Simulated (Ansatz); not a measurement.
# LaPtGe: the cost of one run

All numbers below are computed with Ansatz 0.2.0 (DFT PBEsol, scalar-relativistic, plane waves, PAW).

1 further run of the same task is left out (set aside as unsound or not needed). Runs told in other sessions of the task aren't counted.

## Step 1: Starting point

The cell holds 30 atoms (Ge10HoLa9Pt10): a = 9.486 Å, b = 9.486 Å, c = 10.045 Å, α = 118.18°, β = 118.18°, γ = 90.00°.

As a file:

```
CELL_PARAMETERS angstrom
-4.24220 8.48439 0.00000
-8.48439 -4.24220 0.00000
6.36329 -2.12110 7.47684
ATOMIC_POSITIONS crystal
Ge 0.76947 0.86947 0.33893
Ge 0.56947 0.46947 0.33893
Ge 0.36947 0.06947 0.33893
Ge 0.16947 0.66947 0.33893
Ge 0.96947 0.26947 0.33893
Ge 0.31947 0.71947 0.83893
Ge 0.11947 0.31947 0.83893
Ge 0.91947 0.91947 0.83893
Ge 0.71947 0.51947 0.83893
Ge 0.51947 0.11947 0.83893
Ho 0.54930 0.84930 0.49860
La 0.34930 0.44930 0.49860
La 0.14930 0.04930 0.49860
La 0.94930 0.64930 0.49860
La 0.74930 0.24930 0.49860
La 0.89930 0.29930 0.99860
La 0.69930 0.89930 0.99860
La 0.49930 0.49930 0.99860
La 0.29930 0.09930 0.99860
La 0.09930 0.69930 0.99860
Pt 0.93523 0.03523 0.67047
Pt 0.73523 0.63523 0.67047
Pt 0.53523 0.23523 0.67047
Pt 0.33523 0.83523 0.67047
Pt 0.13523 0.43523 0.67047
Pt 0.08523 0.08523 0.17047
Pt 0.88523 0.68523 0.17047
Pt 0.68523 0.28523 0.17047
Pt 0.48523 0.88523 0.17047
Pt 0.28523 0.48523 0.17047
```

The host was relaxed before at PBEsol: a = 4.242 Å, b = 4.242 Å, c = 14.954 Å, α = 90.00°, β = 90.00°, γ = 90.00° (conventional cell), 22.426 Å³/atom.

Places, in fractions of the supercell: Ho in place of La at (0.549, 0.849, 0.499). The start keeps the symmetry of the ideal site.

## Step 2: The perfect crystal in the supercell of 30 atoms

Contents of input.yaml:

```yaml
crystal:
  lattice:
    - [-4.242195945, 8.48439189, 0.0]
    - [-8.48439189, -4.242195945, 0.0]
    - [6.3632939175, -2.1210979725, 7.4768447345]
  atoms:
    - { symbol: Ge, position: [0.7694664081, 0.8694664081, 0.3389328162] }
    - { symbol: Ge, position: [0.5694664081, 0.4694664081, 0.3389328162] }
    - { symbol: Ge, position: [0.3694664081, 0.0694664081, 0.3389328162] }
    - { symbol: Ge, position: [0.1694664081, 0.6694664081, 0.3389328162] }
    - { symbol: Ge, position: [0.9694664081, 0.2694664081, 0.3389328162] }
    - { symbol: Ge, position: [0.3194664081, 0.7194664081, 0.8389328162] }
    - { symbol: Ge, position: [0.1194664081, 0.3194664081, 0.8389328162] }
    - { symbol: Ge, position: [0.9194664081, 0.9194664081, 0.8389328162] }
    - { symbol: Ge, position: [0.7194664081, 0.5194664081, 0.8389328162] }
    - { symbol: Ge, position: [0.5194664081, 0.1194664081, 0.8389328162] }
    - { symbol: La, position: [0.5492999255, 0.8492999255, 0.4985998511] }
    - { symbol: La, position: [0.3492999255, 0.4492999255, 0.4985998511] }
    - { symbol: La, position: [0.1492999255, 0.0492999255, 0.4985998511] }
    - { symbol: La, position: [0.9492999255, 0.6492999255, 0.4985998511] }
    - { symbol: La, position: [0.7492999255, 0.2492999255, 0.4985998511] }
    - { symbol: La, position: [0.8992999255, 0.2992999255, 0.9985998511] }
    - { symbol: La, position: [0.6992999255, 0.8992999255, 0.9985998511] }
    - { symbol: La, position: [0.4992999255, 0.4992999255, 0.9985998511] }
    - { symbol: La, position: [0.2992999255, 0.0992999255, 0.9985998511] }
    - { symbol: La, position: [0.0992999255, 0.6992999255, 0.9985998511] }
    - { symbol: Pt, position: [0.9352326663, 0.0352326663, 0.6704653327] }
    - { symbol: Pt, position: [0.7352326663, 0.6352326663, 0.6704653327] }
    - { symbol: Pt, position: [0.5352326663, 0.2352326663, 0.6704653327] }
    - { symbol: Pt, position: [0.3352326663, 0.8352326663, 0.6704653327] }
    - { symbol: Pt, position: [0.1352326663, 0.4352326663, 0.6704653327] }
    - { symbol: Pt, position: [0.0852326663, 0.0852326663, 0.1704653327] }
    - { symbol: Pt, position: [0.8852326663, 0.6852326663, 0.1704653327] }
    - { symbol: Pt, position: [0.6852326663, 0.2852326663, 0.1704653327] }
    - { symbol: Pt, position: [0.4852326663, 0.8852326663, 0.1704653327] }
    - { symbol: Pt, position: [0.2852326663, 0.4852326663, 0.1704653327] }
basis:
  ecutwfc: 420
  xc_grid: 2
kpoints:
  mp_grid: { grid: [3, 3, 3], shift: [0.0, 0.0, 0.0] }
hamiltonian:
  xc: pbesol
scf:
  occupations: { method: gaussian, width: 0.05 }
output:
  forces: true
  stress: true
  eigenvalues: true
  write_density: true
  write_potential: true
  elf: true
  volumetric_format: npy
```

Run with:

```
ansatz run input.yaml --threads 8 --pin off --max-ram 14336MiB --backend cpu --events-out ev --progress --plain --runs-dir out
```

What time and memory should one allow on 8 threads of Arm Neoverse V2, shared host?

About 26 s, with a peak of 4.7 GiB.
